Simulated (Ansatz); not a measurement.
**Zr3BC4: a closer look at a trial structure**

The task, for Zr3BC4: see whether it has a gap, which orbitals make up the states near it and how charge is shared.

Program: Ansatz 0.2.0. Level of theory: DFT PBE, scalar-relativistic, plane waves, PAW. These are calculated values, not measurements.

**1. The starting structure**

It takes space group Pm-3m (No. 221, cubic). The conventional cell has a = 4.615 Å, b = 4.615 Å, c = 4.615 Å, α = 90.00°, β = 90.00°, γ = 90.00°. Around Zr (site symmetry 4/mmm) lie 6 C at 2.31 Å. Around B (site symmetry m-3m) lie 6 C at 2.31 Å. C (site symmetry 4/mmm) has 4 Zr at 2.31 Å and 2 B at 2.31 Å as nearest neighbours. C (site symmetry m-3m) is surrounded by 6 Zr at 2.31 Å.

As a file:

```cif
data_structure
_symmetry_space_group_name_H-M 'P 1'
_symmetry_Int_Tables_number 1
_cell_length_a 4.6150
_cell_length_b 4.6150
_cell_length_c 4.6150
_cell_angle_alpha 90.000
_cell_angle_beta 90.000
_cell_angle_gamma 90.000
_cell_volume 98.29
loop_
_atom_site_label
_atom_site_type_symbol
_atom_site_fract_x
_atom_site_fract_y
_atom_site_fract_z
_atom_site_occupancy
Zr1 Zr 0.00000 0.50000 0.50000 1
Zr2 Zr 0.50000 0.00000 0.50000 1
Zr3 Zr 0.50000 0.50000 0.00000 1
B1 B 0.00000 0.00000 0.00000 1
C1 C 0.50000 0.00000 0.00000 1
C2 C 0.00000 0.50000 0.00000 1
C3 C 0.00000 0.00000 0.50000 1
C4 C 0.50000 0.50000 0.50000 1
```

The cell was relaxed beforehand at this level, from a generated guess; it needn't be the stable form of this composition. At a tolerance of 0.05 Å it has space group Pm-3m (No. 221); it has 12.29 Å³/atom, an uncorrected energy of +0.32 eV/atom over the elements.

**2. Static run: bands, density of states and charges**

input.yaml reads:

```yaml
crystal:
  lattice:
    - [4.6149609993, 0.0, 0.0]
    - [0.0, 4.6149609993, 0.0]
    - [0.0, 0.0, 4.6149609993]
  atoms:
    - { symbol: Zr, position: [0.0, 0.5, 0.5] }
    - { symbol: Zr, position: [0.5, 0.0, 0.5] }
    - { symbol: Zr, position: [0.5, 0.5, 0.0] }
    - { symbol: B, position: [0.0, 0.0, 0.0] }
    - { symbol: C, position: [0.5, 0.0, 0.0] }
    - { symbol: C, position: [0.0, 0.5, 0.0] }
    - { symbol: C, position: [0.0, 0.0, 0.5] }
    - { symbol: C, position: [0.5, 0.5, 0.5] }
basis:
  ecutwfc: 420
kpoints:
  mp_grid: { grid: [8, 8, 8] }
  band_path:
    path:
      - [[0.0, 0.0, 0.0], [0.0, 0.5, 0.0], [0.5, 0.5, 0.0], [0.0, 0.0, 0.0], [0.5, 0.5, 0.5], [0.0, 0.5, 0.0]]
      - [[0.5, 0.5, 0.5], [0.5, 0.5, 0.0]]
    npoints: 14
hamiltonian:
  xc: pbe
scf:
  occupations: { method: gaussian, width: 0.1 }
  n_extra_bands: 20
output:
  forces: true
  stress: true
  eigenvalues: true
  populations: true
  dos: { projected: true, de: 0.02, nscf_kmesh: { grid: [10, 10, 10] } }
  bader: true
  write_density: true
  write_potential: true
  elf: true
  volumetric_format: npy
```

On the command line:

```sh
ansatz run input.yaml --threads 1 --pin off --max-ram 2048MiB --backend cpu --events-out ev --progress --plain --runs-dir out
```

The log of the run:

```text
Warning: RAYON_NUM_THREADS=1 ignored (pool sized by the plan → 1); use --threads N
scf.n_extra_bands = 20 over 28 filled bands (N_el = 55.0): the run solves 48 bands
Engine: ansatz 0.2.0, aarch64-unknown-linux-gnu
Pseudopotentials: kind: paw
Pseudopotential: Zr, paw, valence charge 12, recommended cutoff 420 eV (normal), Zr.paw.azcp
Pseudopotential: B, paw, valence charge 3, recommended cutoff 420 eV (normal), B.paw.azcp
Pseudopotential: C, paw, valence charge 4, recommended cutoff 420 eV (normal), C.paw.azcp
Functional definition: PBE
  parameter kappa = 0.804
  parameter beta = 0.06672455060314922
  exchange = pbe_x(kappa = kappa, mu = beta*pi^2/3)
  correlation = pbe_c(beta = beta)
Crystal: 8 atoms, lattice volume = 98.289 Å³
Basis set: ecut = 420 eV, 1935 PW (Γ), exchange–correlation on 64×64×64 points (8 copies of the dense FFT grid, shifted against one another)
Bands: 48, of which v1, the nominal top of the filled ones, is band 28 counted from 1 (27 counted from 0)
Symmetry: 48 space group operations
Space group: Pm-3m (ITA 221), of the structure as read, at distance tolerance 4.6e-5 Å
k-points: 35 of 512
Non-local potential: Zr, projectors of the file, l = 0: 3, l = 1: 2, l = 2: 2, l = 3: 2
Non-local potential: B, projectors of the file, l = 0: 2, l = 1: 2, l = 2: 1
Non-local potential: C, projectors of the file, l = 0: 2, l = 1: 2, l = 2: 1
PAW form: soft (Blöchl's): semilocal exchange-correlation on the pseudo side does not see the compensation charge
PAW one-centre angular grid: Zr, 590 points (default); XC on 64 Gauss nodes
PAW one-centre angular grid: B, 110 points (default); XC on 64 Gauss nodes
PAW one-centre angular grid: C, 110 points (default); XC on 64 Gauss nodes
Initial density: superposition of atomic densities (neutral atoms: chi_scale 0, normalization atom), corrected by the library's trained network
Initial wavefunctions: pseudopotential atomic-orbital guess
Functional: x = pbe(κ = 0.804, μ = 0.2195149727645171), c = pbe(β = 0.06672455060314922)
SCF iter   1: F=—  HF=-13708.650933 eV  |F-HF|=—  |Δ(HF+E_count)|=         —  Δρ=6.66e-3  dr2=4.12e-2  ethr=1.77e-3  ⟨swp⟩=5.0  Hψ=6344  notcnv=0  defer=94
preconditioner: auto → Kerker (q_TF=auto, 2.477 Å⁻¹)  [metal: Δε(μ)=0.013 eV  Ē_g=9.863 eV  σ=0.100 eV  W_gap=0.07  n_scr=26 (ndim 8)  ℏωp=20.9 eV  f_vac=0.000  D(μ)=3.40/eV (n_scr^D=26)]
SCF iter   2: F=—  HF=-13708.644988 eV  |F-HF|=—  |Δ(HF+E_count)|=   5.94e-3  Δρ=3.98e-3  dr2=1.77e-2  ethr=7.49e-5  ⟨swp⟩=1.0  Hψ=1960  notcnv=0  defer=149
SCF iter   3: F=—  HF=-13708.642152 eV  |F-HF|=—  |Δ(HF+E_count)|=   2.84e-3  Δρ=5.65e-4  dr2=3.67e-4  ethr=3.23e-5  ⟨swp⟩=2.5  Hψ=1956  notcnv=0  defer=149
SCF iter   4: F=—  HF=-13708.642123 eV  |F-HF|=—  |Δ(HF+E_count)|=   2.90e-5  Δρ=1.17e-4  dr2=1.40e-5  ethr=6.67e-7  ⟨swp⟩=2.5  Hψ=1837  notcnv=0  defer=149
SCF iter   5: F=—  HF=-13708.642143 eV  |F-HF|=—  |Δ(HF+E_count)|=   1.97e-5  Δρ=2.65e-5  dr2=5.08e-7  ethr=2.54e-8  ⟨swp⟩=2.6  Hψ=2008  notcnv=0  defer=150
SCF iter   6: F=-13708.642143 eV  HF=-13708.642143 eV  |F-HF|=1.93e-9  |Δ(HF+E_count)|=   7.76e-8  Δρ=4.05e-6  dr2=1.19e-8  ethr=1.82e-10  ⟨swp⟩=12.2  Hψ=10238  notcnv=0
SCF 1 converged in 6 iterations: F = -13708.642143 eV  dr2 = 1.19e-8
NSCF: frozen V_eff on 86 k-points
NSCF: frozen V_eff on 56 k-points
SCF converged after 6 iterations
Free energy (F): -13708.642143 eV
Harris-Foulkes:  -13708.642143 eV  (|F-HF|=1.93e-9)
Internal energy: -13708.624658 eV  (E = F + TS)
E sigma→0 (E₀):  -13708.633400 eV
Entropy (-TS):   -0.017485 eV (-2.186 meV/atom)
Fermi energy:    12.651577 eV
--- Per-component energies (eV) ---
  E_band       = -180.301865
  E_kinetic    = 1387.175793
  E_local      = -2164.927648  (includes V_loc(G=0)·N_el)
  E_nonlocal   = 354.158202
  E_hartree    = 677.787048
  E_xc         = -708.827486
  E_vxc        = -848.570311  (∫ρ·V_xc dr)
  E_paw        = -9332.200382  (= ΣΔE_a)
  E_vpaw       = -263.709460  (= ΣTr[D̂ρ^β])
  E_aug_tail   = 0.000095  (compensation charges beyond the density's cutoff)
  E_ewald      = -3921.790279
  E_smearing   = -0.017485  (= −TS)
  E_closure    = 0.000000  (closes the sum)
  Σ components = -13708.642143   (vs F -13708.642143, Δ=0.00e0)
--- Forces (eV/Å), atoms counted from 1 ---
  atom   1  Zr     0.00000000     0.00000000    -0.00000000
  atom   2  Zr     0.00000000    -0.00000000     0.00000000
  atom   3  Zr     0.00000000    -0.00000000     0.00000000
  atom   4  B     -0.00000000     0.00000000     0.00000000
  atom   5  C      0.00000000     0.00000000    -0.00000000
  atom   6  C      0.00000000    -0.00000000     0.00000000
  atom   7  C      0.00000000     0.00000000    -0.00000000
  atom   8  C      0.00000000    -0.00000000     0.00000000
  max |Σ_I F_I| component: 1.37e-28 eV/Å
--- Stress (GPa, compression-positive) ---
        0.005122      -0.000000      -0.000000
        0.000000       0.005122       0.000000
       -0.000000       0.000000       0.005122
  P = ⅓ Tr σ = 0.0051 GPa (0.051 kbar)
--- Band table (eV; the first three rows and the last of 35) ---
  k-point 0: bands = ["-34.9660", "-34.8378", "-34.8378", "-13.3777", "-13.3777", "-13.3777", "-13.0236", "-13.0236", "-13.0236", "-12.7457", "-12.7457", "-12.7457", "0.9482", "2.5046", "3.3141", "3.3141", "9.1892", "9.1892", "9.1892", "10.8296", "11.9631", "11.9631", "11.9631", "12.4413", "12.4413", "12.4413", "13.2915", "13.2915", "13.2915", "14.0366", "14.0366", "14.0366", "15.5303", "15.5303", "15.5303", "16.5521", "16.5521", "17.6629", "19.0407", "19.0407", "19.0407", "19.8580", "19.8580", "20.4772", "20.4772", "20.4772", "21.6180", "21.7263"]
  k-point 1: bands = ["-34.9617", "-34.8421", "-34.8377", "-13.3643", "-13.3643", "-13.3598", "-13.0278", "-13.0278", "-13.0274", "-12.7745", "-12.7556", "-12.7556", "1.0597", "2.5947", "3.2754", "3.4177", "8.9162", "9.1337", "9.1337", "11.0661", "11.6998", "11.6998", "12.0170", "12.2426", "12.6052", "12.6052", "12.7417", "13.2682", "13.4288", "13.4288", "13.9871", "13.9871", "15.3956", "15.8793", "15.8793", "16.6041", "17.4309", "17.9793", "18.9715", "18.9715", "19.0420", "19.7530", "19.9482", "20.3923", "20.4464", "20.4464", "21.7183", "21.8796"]
  k-point 2: bands = ["-34.9497", "-34.8542", "-34.8377", "-13.3281", "-13.3281", "-13.3075", "-13.0415", "-13.0415", "-13.0367", "-12.8530", "-12.7799", "-12.7799", "1.3712", "2.8131", "3.1493", "3.6895", "8.5999", "9.0051", "9.0051", "10.7161", "11.4167", "11.4167", "11.4593", "11.6694", "12.1619", "12.5655", "12.5655", "13.2974", "13.4128", "13.4128", "14.5420", "14.5420", "15.0668", "16.5806", "16.5806", "16.6912", "18.3858", "18.6853", "18.6853", "18.6983", "18.8631", "19.0452", "20.2195", "20.3840", "20.3840", "20.5699", "21.5315", "22.7234"]
  k-point 34: bands = ["-34.8800", "-34.8800", "-34.8800", "-13.6354", "-13.4086", "-13.4086", "-13.4086", "-12.7789", "-12.7789", "-12.7789", "-12.6991", "-12.6991", "4.2346", "4.2346", "4.2346", "4.6346", "4.8919", "8.0401", "8.0401", "8.0401", "9.9035", "9.9035", "9.9035", "10.3074", "10.3074", "10.3074", "12.9477", "12.9477", "14.7231", "15.3693", "15.3693", "15.3693", "17.7654", "17.7654", "17.7654", "18.4507", "18.4507", "18.4559", "18.4559", "18.4559", "20.4571", "20.5938", "21.7831", "21.7831", "21.7831", "23.6743", "23.6743", "23.6743"]
--- Löwdin populations: 8 sites ---
  site symbol       q [e]
     0     Zr     11.1621
     1     Zr     11.1621
     2     Zr     11.1621
     3      B      2.8723
     4      C      4.5939
     5      C      4.5939
     6      C      4.5939
     7      C      4.7100
  spilling = 0.002723 (of n_electrons = 55.000000)
--- Bader charges: 8 sites ---
  site symbol  charge [e]  shift [e]
     0     Zr      1.9364     0.0012
     1     Zr      1.9364     0.0012
     2     Zr      1.9364     0.0012
     3      B      0.4125     0.0003
     4      C     -1.4480     0.0009
     5      C     -1.4480     0.0009
     6      C     -1.4480     0.0009
     7      C     -1.8776     0.0013
  estimated error of the sums over rays = 7.6e-4 e
```

Wall time 84 s (1 thread of Arm Neoverse V1, shared host); peak memory 0.48 GiB.

Per atom:

| atom | Löwdin electrons | Bader charge (e) | Bader volume (Å³) |
| --- | --- | --- | --- |
| Zr1 | 11.16 | +1.94 | 11.5 |
| Zr2 | 11.16 | +1.94 | 11.5 |
| Zr3 | 11.16 | +1.94 | 11.5 |
| B4 | 2.87 | +0.41 | 10.0 |
| C5 | 4.59 | -1.45 | 13.4 |
| C6 | 4.59 | -1.45 | 13.4 |
| C7 | 4.59 | -1.45 | 13.4 |
| C8 | 4.71 | -1.88 | 13.5 |

bands.tsv at the labelled points (eV, zero at the Fermi level; the bands nearest the Fermi level):

```
point  band 24  band 25  band 26  band 27  band 28  band 29  band 30  band 31
    Γ    -0.21    -0.21    -0.21     0.64     0.64     0.64     1.39     1.39
    X    -1.44    -0.28    -0.28    -0.23     0.59     0.59     1.92     3.00
    M    -2.36    -1.85    -1.07    -1.07     1.11     2.31     3.23     3.23
    Γ    -0.21    -0.21    -0.21     0.64     0.64     0.64     1.39     1.39
    R    -2.34    -2.34    -2.34     0.30     0.30     2.07     2.72     2.72
    X    -1.44    -0.28    -0.28    -0.23     0.59     0.59     1.92     3.00
    R    -2.34    -2.34    -2.34     0.30     0.30     2.07     2.72     2.72
    M    -2.36    -1.85    -1.07    -1.07     1.11     2.31     3.23     3.23
```

Counts of states by energy window (eV from the Fermi level), total and by projection:

```csv
from,to,total,Zr 4d,B 2p,C 2p
-8,-7,0.13,0.02,0.01,0.03
-7,-6,0.46,0.08,0.04,0.15
-6,-5,0.95,0.14,0.09,0.33
-5,-4,0.78,0.16,0.07,0.34
-4,-3,4.67,1.23,0.64,2.33
-3,-2,4.68,1.64,0.17,2.48
-2,-1,6.63,2.16,0.12,3.74
-1,0,4.79,1.48,0.21,2.82
0,1,1.78,0.32,0.14,1.06
1,2,2.37,0.90,0.16,0.81
2,3,2.33,1.49,0.13,0.51
3,4,4.48,2.71,1.00,0.49
4,5,5.47,3.58,0.79,0.79
5,6,6.33,4.41,0.40,1.22
```

Below -8 eV lie 32 or so more states.

Density in a lattice plane of the grid's cell (edges 4.61 and 4.61 Å, at 0.000 of the third edge), which holds Zr and B and C.

Ten even steps from ' ' (0.13 e/Å³) to '@' (4.17 e/Å³):
```
                ....::--==--::....              
                  ..::------::..                
                    ....::....                  
                      ......                    
                                                
                    ....::....                  
......            ..--++++++--..            ....
::::::..        ..==##%%@@%%##==..        ..::::
------::..    ..--**@@@@%%@@@@**--..    ..::----
--==--::....  ..==##@@%%**%%@@##==..  ....::--==
------::..    ..--**@@@@%%@@@@**--..    ..::----
::::::..        ..==##%%@@%%##==..        ..::::
......            ..--++++++--..            ....
                    ....::....                  
                                                
                      ......                    
                    ....::....                  
                  ..::------::..                
                ....::--==--::....              
                ..::::------::::..              
```
Columns run along the first of these edges and rows up along the second, over one cell in 24 and 20 even steps from the bottom left corner. Atoms in the plane (fractional): Zr at (0.50, 0.50), B at (0.00, 0.00), C at (0.50, 0.00), C at (0.00, 0.50).

ELF in the same plane.

Ten even steps from '0' (0.00) to '9' (0.84):
```
014786667763236776668741
456775567888888876557765
887754346899999864345778
776532224567776542223567
665432111122322111123456
776542100135553100124567
778864112578987521146887
568985225898889852258986
137996238985358983269973
017996348971017984369971
137996238985358983269973
568985225898889852258986
778864112578987521146887
776542100135553100124567
665432111122322111123456
776532224567776542223567
887754346899999864345778
456775567888888876557765
014786667763236776668741
002787677740004777678720
```
Columns run along the first of these edges and rows up along the second, over one cell in 24 and 20 even steps from the bottom left corner. Atoms in the plane (fractional): Zr at (0.50, 0.50), B at (0.00, 0.00), C at (0.50, 0.00), C at (0.00, 0.50).

Both are smooth fields of the valence electrons: close to the nuclei they are not physical.

Outside the cores ELF peaks at 0.86 beside C, off the lines to its neighbours, 0.7 Å from C; 0.80 in the shell around C, 0.7 Å from C; 0.72 on the B–C line, 0.8 Å from B.

**3. Changed: mp_grid.shift [0.5, 0.5, 0.5]**

input.yaml reads:

```yaml
crystal:
  lattice:
    - [4.6149609993, 0.0, 0.0]
    - [0.0, 4.6149609993, 0.0]
    - [0.0, 0.0, 4.6149609993]
  atoms:
    - { symbol: Zr, position: [0.0, 0.5, 0.5] }
    - { symbol: Zr, position: [0.5, 0.0, 0.5] }
    - { symbol: Zr, position: [0.5, 0.5, 0.0] }
    - { symbol: B, position: [0.0, 0.0, 0.0] }
    - { symbol: C, position: [0.5, 0.0, 0.0] }
    - { symbol: C, position: [0.0, 0.5, 0.0] }
    - { symbol: C, position: [0.0, 0.0, 0.5] }
    - { symbol: C, position: [0.5, 0.5, 0.5] }
basis:
  ecutwfc: 420
kpoints:
  mp_grid: { grid: [8, 8, 8], shift: [0.5, 0.5, 0.5] }
hamiltonian:
  xc: pbe
scf:
  occupations: { method: gaussian, width: 0.1 }
output:
  forces: true
  eigenvalues: true
  stress: true
```

On the command line:

```sh
ansatz run input.yaml --threads 1 --pin off --max-ram 2048MiB --backend cpu --events-out ev --progress --plain --runs-dir out
```

The log of the run, shortened:

```text
Warning: RAYON_NUM_THREADS=1 ignored (pool sized by the plan → 1); use --threads N
[...]
[... 5 set-up lines as earlier in the session ...]
[...]
Crystal: 8 atoms, lattice volume = 98.289 Å³
Basis set: ecut = 420 eV, 1935 PW (Γ), exchange–correlation on 64×64×64 points (8 copies of the dense FFT grid, shifted against one another)
Bands: 36, of which v1, the nominal top of the filled ones, is band 28 counted from 1 (27 counted from 0)
[... 2 set-up lines as earlier in the session ...]
k-points: 20 of 512
[...]
SCF converged after 7 iterations
Free energy (F): -13708.666275 eV
[...]
E sigma→0 (E₀):  -13708.657949 eV
Entropy (-TS):   -0.016653 eV (-2.082 meV/atom)
Fermi energy:    12.597792 eV
[...]
--- Forces (eV/Å), atoms counted from 1 ---
  atom   1  Zr     0.00000000    -0.00000000     0.00000000
  atom   2  Zr     0.00000000    -0.00000000     0.00000000
  atom   3  Zr     0.00000000     0.00000000     0.00000000
  atom   4  B     -0.00000000     0.00000000    -0.00000000
  atom   5  C     -0.00000000    -0.00000000     0.00000000
  atom   6  C     -0.00000000    -0.00000000     0.00000000
  atom   7  C     -0.00000000    -0.00000000    -0.00000000
  atom   8  C      0.00000000    -0.00000000    -0.00000000
[...]
--- Stress (GPa, compression-positive) ---
       -0.048236       0.000000       0.000000
        0.000000      -0.048236      -0.000000
        0.000000      -0.000000      -0.048236
  P = ⅓ Tr σ = -0.0482 GPa (-0.482 kbar)
--- Band table (eV; the first three rows and the last of 20) ---
[...]
```

It took 4.7 s on 1 thread of Arm Neoverse V1, shared host; peak memory 0.36 GiB.

| run | ending | energy change | pressure (GPa) | gap (eV) | force (eV/Å) | cycles | time |
| --- | --- | --- | --- | --- | --- | --- | --- |
| step 2 | converged | 0 | 0.0 | 0.00 | 0.00 | 6 | 84 s |
| variant | converged | -3.0 meV/atom | 0.0 | 0.00 | 0.00 | 7 | 4.7 s |

Changing the k-point mesh moves the energy by -3.0 meV/atom. The energy is not variational in the mesh, so the sign tells nothing.

**4. What came out**

```
                 quantity                                  value
                      gap                           none (metal)
states at the Fermi level                   2.70 per eV per cell
            Bader charges  Zr +1.94, B +0.41, C -1.88 to -1.45 e
```

In words: Bands cross the Fermi level: a metal at this level of theory. Of the projected weight within 0.25 eV of the Fermi level, the largest part is C 2p (66 %) and Zr 4d (21 %). Bader charges reach 1.9 e, so charge transfer in this metal is strong.
